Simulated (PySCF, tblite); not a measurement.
# C₆H₉NO: a rotation path, then NMR shifts on frames

Aim: move C₆H₉NO (`C=C(C)C(=C)C(N)=O`) away from its starting geometry and see how NMR shifts follow the geometry.

The runs use tblite 0.8.0 and PySCF 2.14.0, with density-fitted response routines of our own; the level of theory stands in each step. All values are computed, except where a source is named. Atoms count from 0, in the outputs and in this text.

## Step 1: The starting structure

17 atoms, charge 0, multiplicity 1; geometry from: GFN2-xTB.

Bonds of the start (Å): C0–C1 1.33, C1–C2 1.50, C1–C3 1.47, C3–C4 1.33, C3–C5 1.50, C5–N6 1.36, C5–O7 1.21, C0–H8 1.08, C0–H9 1.08, C2–H10 1.09, C2–H11 1.09, C2–H12 1.09, C4–H13 1.08, C4–H14 1.08, N6–H15 1.01, N6–H16 1.00.

## Step 2: The rotation path with GFN2-xTB

What the job is given:

```
{"job": {"kind": "neb", "xc": "GFN2-xTB", "basis": "xTB", "atoms": [1, 3, 5, 6], "turn": 180}, "charge": 0, "multiplicity": 1}
C     -0.848584    -1.347114    -0.822543
C     -0.718656    -0.106912    -0.358139
C     -1.564918     1.019390    -0.875813
C      0.229243     0.215149     0.720610
C     -0.007870     1.135430     1.654572
C      1.539222    -0.515212     0.799390
N      2.082591    -0.838155    -0.399287
O      2.101948    -0.750414     1.846480
H     -0.276987    -2.169377    -0.426831
H     -1.562543    -1.587576    -1.592406
H     -2.328507     1.280714    -0.144442
H     -2.063738     0.731707    -1.797770
H     -0.957577     1.904352    -1.056893
H     -0.913967     1.714794     1.688013
H      0.715143     1.309803     2.433122
H      2.966823    -1.318091    -0.414176
H      1.601378    -0.666457    -1.263796
```

Level: GFN2-xTB climbing-image nudged elastic band, gas phase.

The run is started by

```
$ OMP_NUM_THREADS=1 python probes_run.py task.json out
```

This one command runs all jobs of the session in turn.

What it wrote:

```text
image   E - E0 / eV
  0       0.0000
  1       0.0285
  2       0.0593
  3       0.0473
  4       0.0465
  5       0.1187
  6       0.1296
  7       0.0470
  8       0.0186
```

Run time: 5.9 s. Hardware: 1 thread of Arm Neoverse N1, shared host; peak memory 0.18 GiB.

The final band, with the dihedral C1–C3–C5–N6:

```
image  dihedral (°)  energy (eV)  energy (kcal/mol)
    0            35        0.000                0.0
    1            60        0.028                0.7
    2            85        0.059                1.4
    3           110        0.047                1.1
    4           135        0.047                1.1
    5           161        0.119                2.7
    6           184        0.130                3.0
    7           213        0.047                1.1
    8           236        0.019                0.4
```

## Step 3: NMR shieldings: image 0, PBE0/pcSseg-1

What the job is given:

```
{"job": {"kind": "nmr", "xc": "PBE0", "basis": "pcSseg-1", "pop": false}, "charge": 0, "multiplicity": 1}
C     -0.848600    -1.347100    -0.822500
C     -0.718700    -0.106900    -0.358100
C     -1.564900     1.019400    -0.875800
C      0.229200     0.215100     0.720600
C     -0.007900     1.135400     1.654600
C      1.539200    -0.515200     0.799400
N      2.082600    -0.838200    -0.399300
O      2.101900    -0.750400     1.846500
H     -0.277000    -2.169400    -0.426800
H     -1.562500    -1.587600    -1.592400
H     -2.328500     1.280700    -0.144400
H     -2.063700     0.731700    -1.797800
H     -0.957600     1.904400    -1.056900
H     -0.914000     1.714800     1.688000
H      0.715100     1.309800     2.433100
H      2.966800    -1.318100    -0.414200
H      1.601400    -0.666500    -1.263800
```

Method: GIAO PBE0/pcSseg-1 NMR shielding, non-relativistic, gas phase.

What it wrote:

```text
coarse grid: 14248 points
cycle   1  E = -363.3270143983  dE =  1.256e+00  |g| = 8.734e-01  |ddm| = 3.802e+00
cycle   2  E = -362.8494782794  dE =  4.775e-01  |g| = 1.780e+00  |ddm| = 2.681e+00
cycle   3  E = -363.4725078731  dE = -6.230e-01  |g| = 2.422e-01  |ddm| = 2.088e+00
cycle   4  E = -363.4849167048  dE = -1.241e-02  |g| = 7.231e-02  |ddm| = 2.553e-01
cycle   5  E = -363.4858579777  dE = -9.413e-04  |g| = 2.713e-02  |ddm| = 6.588e-02
cycle   6  E = -363.4860263362  dE = -1.684e-04  |g| = 5.065e-03  |ddm| = 2.429e-02
cycle   7  E = -363.4860308731  dE = -4.537e-06  |g| = 2.578e-03  |ddm| = 5.715e-03
final grid: 137800 points
cycle   8  E = -363.5426573376  dE = -2.656e-05  |g| = 1.481e-02  |ddm| = 4.311e-02
cycle   9  E = -363.5425570459  dE =  1.003e-04  |g| = 2.722e-02  |ddm| = 3.284e-02
cycle  10  E = -363.5427006518  dE = -1.436e-04  |g| = 3.137e-03  |ddm| = 2.341e-02
cycle  11  E = -363.5427026728  dE = -2.021e-06  |g| = 4.933e-04  |ddm| = 2.578e-03
cycle  12  E = -363.5427027226  dE = -4.982e-08  |g| = 2.221e-04  |ddm| = 6.199e-04
cycle  13  E = -363.5427027352  dE = -1.259e-08  |g| = 4.219e-05  |ddm| = 2.720e-04
cycle  14  E = -363.5427027356  dE = -4.096e-10  |g| = 1.489e-05  |ddm| = 6.133e-05
converged SCF energy = -363.5427027356

GIAO shielding tensors (ppm)
atom      isotropic    diamagn.    paramagn.     s11        s22        s33       span
  0 C       62.455     254.593    -192.138    -40.205     73.673    153.896    194.100
  1 C       35.555     260.716    -225.160    -84.368     32.514    158.520    242.887
  2 C      161.483     247.087     -85.603    142.036    157.042    185.372     43.336
  3 C       33.189     260.922    -227.732    -75.868     40.298    135.137    211.005
  4 C       58.043     252.592    -194.549    -49.133     51.459    171.802    220.935
  5 C       17.385     244.451    -227.066    -75.495     29.872     97.778    173.274
  6 N      149.391     324.437    -175.046     62.913    160.820    224.441    161.528
  7 O      -78.569     399.753    -478.321   -364.289   -197.881    326.465    690.754
  8 H       26.214      32.452      -6.238     22.928     25.339     30.374      7.446
  9 H       26.105      31.316      -5.211     23.197     25.592     29.527      6.330
 10 H       29.158      29.610      -0.452     25.294     27.676     34.504      9.210
 11 H       29.724      29.847      -0.123     25.757     28.706     34.710      8.952
 12 H       29.917      30.464      -0.548     26.606     28.510     34.634      8.028
 13 H       26.062      32.180      -6.118     22.946     25.086     30.155      7.209
 14 H       25.279      30.454      -5.175     21.872     25.046     28.920      7.048
 15 H       27.048      30.378      -3.331     22.972     23.739     34.432     11.459
 16 H       26.514      34.685      -8.171     20.454     28.713     30.376      9.922
```

Wall time 40 s (1 thread of Arm Neoverse N1, shared host); peak memory 0.91 GiB.

The references, computed at this level on geometries of the same kind, shield at (ppm): 1H TMS 31.72, 13C TMS 186.9, 15N NH3 267.7, 17O H2O 336.1. Their shielding less the atom's gives the shift. The references are single molecules in the gas phase, so shifts against H2O, NH3, PH3, H3PO4 or CFCl3 are not on the usual liquid scales and can be off by tens of ppm. Each atom is listed at this fixed geometry, with no averaging over motion; a spectrum would average atoms that exchange fast.

```
atoms                               environment  σ (ppm)  δ (ppm)
   C5                     amide carbonyl carbon     17.4    169.5
   C3                α carbon of a C=C–C=O unit     33.2    153.7
   C1           fully substituted alkene carbon     35.6    151.4
   C4                β carbon of a C=C–C=O unit     58.0    128.9
   C0                      terminal =CH2 carbon     62.5    124.5
   C2                     allylic methyl carbon    161.5     25.4
  H14  hydrogen on a β carbon of a C=C–C=O unit    25.28     6.44
  H13  hydrogen on a β carbon of a C=C–C=O unit    26.06     5.65
   H9        hydrogen on a terminal =CH2 carbon    26.11     5.61
   H8        hydrogen on a terminal =CH2 carbon    26.21     5.50
  H16        hydrogen on an amide-type nitrogen    26.51     5.20
  H15        hydrogen on an amide-type nitrogen    27.05     4.67
  H10      hydrogen on an allylic methyl carbon    29.16     2.56
  H11      hydrogen on an allylic methyl carbon    29.72     1.99
  H12      hydrogen on an allylic methyl carbon    29.92     1.80
   N6                       amide-type nitrogen    149.4    118.3
   O7                amide-type carbonyl oxygen    -78.6    414.6
```

## Step 4: Nuclear shieldings: image 3, PBE0/pcSseg-1

What the job is given:

```
{"job": {"kind": "nmr", "xc": "PBE0", "basis": "pcSseg-1", "pop": false}, "charge": 0, "multiplicity": 1}
C     -1.206800    -1.499100    -0.616200
C     -0.903400    -0.235400    -0.336500
C     -1.685600     0.916500    -0.900200
C      0.219600     0.105600     0.548700
C      0.258900     1.186200     1.324300
C      1.394700    -0.833000     0.571500
N      2.500700    -0.295500     0.000300
O      1.383200    -1.943400     1.050800
H     -0.656800    -2.320800    -0.193500
H     -2.038200    -1.747200    -1.254900
H     -2.291900     1.382500    -0.124900
H     -2.347600     0.573800    -1.690700
H     -1.014600     1.673700    -1.302800
H     -0.561800     1.878700     1.389500
H      1.101800     1.383400     1.965800
H      3.353000    -0.830600    -0.022200
H      2.487900     0.616600    -0.418700
```

Method: GIAO PBE0/pcSseg-1 NMR shielding, non-relativistic, gas phase.

What it wrote:

```text
coarse grid: 14248 points
cycle   1  E = -363.3249715069  dE =  1.254e+00  |g| = 8.696e-01  |ddm| = 3.806e+00
cycle   2  E = -362.8254941575  dE =  4.995e-01  |g| = 1.804e+00  |ddm| = 2.413e+00
cycle   3  E = -363.4691122986  dE = -6.436e-01  |g| = 2.508e-01  |ddm| = 1.873e+00
cycle   4  E = -363.4825856564  dE = -1.347e-02  |g| = 7.197e-02  |ddm| = 2.569e-01
cycle   5  E = -363.4835031228  dE = -9.175e-04  |g| = 2.703e-02  |ddm| = 5.705e-02
cycle   6  E = -363.4836643022  dE = -1.612e-04  |g| = 5.303e-03  |ddm| = 2.448e-02
cycle   7  E = -363.4836696249  dE = -5.323e-06  |g| = 2.674e-03  |ddm| = 6.620e-03
final grid: 137800 points
cycle   8  E = -363.5403279458  dE = -2.210e-05  |g| = 1.475e-02  |ddm| = 3.932e-02
cycle   9  E = -363.5402189284  dE =  1.090e-04  |g| = 2.798e-02  |ddm| = 3.279e-02
cycle  10  E = -363.5403717689  dE = -1.528e-04  |g| = 2.873e-03  |ddm| = 2.247e-02
cycle  11  E = -363.5403735461  dE = -1.777e-06  |g| = 3.642e-04  |ddm| = 2.504e-03
cycle  12  E = -363.5403735701  dE = -2.392e-08  |g| = 2.141e-04  |ddm| = 5.005e-04
cycle  13  E = -363.5403735820  dE = -1.198e-08  |g| = 4.489e-05  |ddm| = 2.356e-04
cycle  14  E = -363.5403735825  dE = -4.457e-10  |g| = 1.462e-05  |ddm| = 5.376e-05
converged SCF energy = -363.5403735825

GIAO shielding tensors (ppm)
atom      isotropic    diamagn.    paramagn.     s11        s22        s33       span
  0 C       61.817     253.421    -191.604    -41.605     69.181    157.875    199.479
  1 C       42.042     259.049    -217.006    -74.943     45.246    155.825    230.768
  2 C      162.360     247.260     -84.901    143.467    158.250    185.362     41.895
  3 C       28.222     262.607    -234.385    -81.564     25.137    141.091    222.655
  4 C       67.946     253.215    -185.269    -35.606     71.562    167.883    203.489
  5 C       14.146     246.685    -232.539    -77.810     25.834     94.415    172.225
  6 N      147.621     323.685    -176.065     60.441    144.525    237.895    177.454
  7 O      -87.246     401.028    -488.273   -388.310   -201.189    327.762    716.071
  8 H       25.412      32.060      -6.648     22.369     24.283     29.583      7.214
  9 H       26.139      30.808      -4.669     23.579     25.167     29.672      6.094
 10 H       29.320      29.670      -0.350     25.612     27.801     34.548      8.936
 11 H       29.745      29.686       0.059     25.876     28.540     34.818      8.942
 12 H       30.016      30.799      -0.783     26.276     29.009     34.762      8.485
 13 H       26.310      32.565      -6.255     24.022     24.811     30.098      6.076
 14 H       26.166      30.651      -4.485     23.420     25.237     29.842      6.422
 15 H       27.289      30.396      -3.107     22.751     23.806     35.310     12.559
 16 H       26.902      33.935      -7.033     22.291     26.622     31.793      9.502
```

It took 39 s on 1 thread of Arm Neoverse N1, shared host; peak memory 0.85 GiB.

This run: δ C5 172.8, C3 158.7, C1 144.9, C0 125.1, H8 6.31, H9 5.58 ppm.

[end of part 1 of 2]
